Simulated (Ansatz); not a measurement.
The system is Hf2Pd2Se2Br2O3.

```
Hf Pd Se Br O
1.0
     5.76069    0.00496   -0.00286
    -0.52750    5.84664    0.03413
    -1.48435   -0.92642    6.64586
Hf Pd Se Br O
2 2 2 2 3
Direct
  0.74540 0.39602 0.34989
  0.28763 0.45322 0.59401
  0.90854 0.13294 0.84849
  0.25249 0.90323 0.35874
  0.63469 0.40355 0.93716
  0.62597 0.78174 0.53023
  0.85273 0.99089 0.15355
  0.22526 0.82084 0.86223
  0.96040 0.28925 0.59026
  0.43233 0.24524 0.40864
  0.07457 0.58308 0.36682
```

The cell was built by a generator and needn't be a form met in nature.

Base run:

* Program: Ansatz 0.2.0
* Functional: PBE
* Potentials or basis: Ansatz NC
* Cutoff: 1240 eV
* Density cutoff: 4960 eV
* k mesh: 5 × 5 × 4
* Occupations: fermi-dirac, width 0.05 eV
* Spin: no spin polarisation

Its results: band gap on the k mesh 0.21 eV, indirect (least direct gap 0.46 eV); pressure 0.0 GPa; largest force 0.017 eV/Å.

Question: The run is repeated on the same cell with these changes: potentials or basis from Ansatz NC to PseudoDojo standard (PBE files); cutoff from 1240 eV to 1170 eV; density cutoff from 4960 eV to 4680 eV; valence electrons from 152 to 124. What comes out?

Answer: Band gap on the k mesh 0.21 eV, indirect (least direct gap 0.46 eV); pressure -0.4 GPa; largest force 0.223 eV/Å.

Caveats: odd divisions of the mesh miss points on the zone boundary, where band edges often lie, so the gap on the mesh can be too wide; spin-orbit coupling is left out, which moves the levels of the heavy elements.

A k mesh can miss the band edges.

Not every run made on this cell is shown here.
